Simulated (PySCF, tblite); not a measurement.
# C5H10BN: geometry, infrared bands and NMR shifts

Wanted: the infrared bands and NMR shifts of C5H10BN (`CN1BC=CCC1`), by calculation.

The runs use tblite 0.8.0 and PySCF 2.14.0, with density-fitted response routines of our own; the level of theory stands in each step. All values are computed, except where a source is named. Atoms count from 0, in the outputs and in this text.

### Step 1. Starting geometry

17 atoms, charge 0, multiplicity 1; geometry from: force field or distance geometry start.

Bonds of the start (Å): C0–N1 1.47, N1–B2 1.52, B2–C3 1.58, C3–C4 1.36, C4–C5 1.48, C5–C6 1.51, C6–N1 1.44, C0–H7 1.09, C0–H8 1.12, C0–H9 1.08, B2–H10 1.18, C3–H11 1.08, C4–H12 1.09, C5–H13 1.11, C5–H14 1.13, C6–H15 1.14, C6–H16 1.09.

### Step 2. Relaxing the molecule with GFN2-xTB

What the job is given:

```
{"job": {"kind": "relax", "xc": "GFN2-xTB", "basis": "xTB"}, "charge": 0, "multiplicity": 1}
C      1.972800     0.436500    -0.422600
N      0.968100     0.124400     0.603200
B      0.021100     1.313900     0.586300
C     -1.297200     1.136500    -0.259100
C     -1.824000    -0.114100    -0.248300
C     -1.123700    -1.174500     0.519700
C      0.344300    -1.095300     0.153800
H      1.722700    -0.041400    -1.371900
H      1.959600     1.534600    -0.617600
H      2.981800     0.159700    -0.142900
H      0.309400     2.393500     0.978700
H     -1.776200     1.932500    -0.800000
H     -2.736900    -0.328400    -0.800200
H     -1.551400    -2.184900     0.374200
H     -1.271000    -0.926700     1.610700
H      0.842300    -1.930600     0.744200
H      0.451400    -1.223600    -0.918300
```

Launch:

```sh
> OMP_NUM_THREADS=1 python probes_run.py task.json out
```

One launch serves the whole session: the jobs run in the order shown.

**Question.** This job is followed by: GFN2-xTB harmonic vibrations, gas phase; GIAO PBE0/pcSseg-1 NMR shielding, non-relativistic, gas phase. What will the session give for the following? strongest single infrared mode (GFN2-xTB); zero-point energy (GFN2-xTB); ¹³C shifts against TMS (PBE0/pcSseg-1); ¹H shifts against TMS (PBE0/pcSseg-1, means over atoms taken as alike); ¹⁵N shifts against NH3 (PBE0/pcSseg-1); ¹¹B shifts against BF3·OEt2 (PBE0/pcSseg-1).

**Answer**, as computed:

```
                                                              quantity                                   value
                             strongest single infrared mode (GFN2-xTB)                   2610 cm⁻¹, 201 km/mol
                                          zero-point energy (GFN2-xTB)                           90.4 kcal/mol
                                ¹³C shifts against TMS (PBE0/pcSseg-1)      149.3, 138.5, 50.5, 46.9, 32.8 ppm
¹H shifts against TMS (PBE0/pcSseg-1, means over atoms taken as alike)  6.84, 6.40, 4.79, 3.15, 3.04, 2.32 ppm
                                ¹⁵N shifts against NH3 (PBE0/pcSseg-1)                               129.3 ppm
                           ¹¹B shifts against BF3·OEt2 (PBE0/pcSseg-1)                                30.4 ppm
```

In words: The optimisation took 79 steps and gained 1.489 eV; among the close pairs (by a distance rule), N1–B2 changed most, from 1.521 to 1.385 Å. All 45 modes are real, so the xTB geometry is a minimum. The strongest single mode, at 2610 cm⁻¹, moves mainly H10. GFN2-xTB is a fitted tight-binding method: band positions and strengths are rough. Its intensities can rank the bands wrongly.
